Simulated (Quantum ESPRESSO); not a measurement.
GaGe:

```
Ge Ga
1.0
     0.00000    2.89784    2.89784
     2.89784    0.00000    2.89784
     2.89784    2.89784    0.00000
Ge Ga
1 1
Direct
  0.00000 0.00000 0.00000
  0.25000 0.25000 0.25000
```

The cell comes from a database or a generator and needn't be the stable form of this composition.

Base run:

* Program: Quantum ESPRESSO 7.5
* Functional: PBEsol
* Potentials or basis: GBRV 1.5 PBEsol
* Cutoff: 762 eV
* Density cutoff: 6095 eV
* k mesh: 8 × 8 × 8
* Occupations: fermi-dirac, width 0.05 eV
* Spin: no spin polarisation

Its results: band gap on the k mesh none (metal or under the smearing width); pressure -2.4 GPa.

Question: The run is repeated on the same cell with these changes: functional from PBEsol to LDA; potentials or basis from GBRV 1.5 PBEsol to GBRV 1.5 LDA. What comes out?

Answer: Band gap on the k mesh none (metal or under the smearing width); pressure -4.1 GPa.
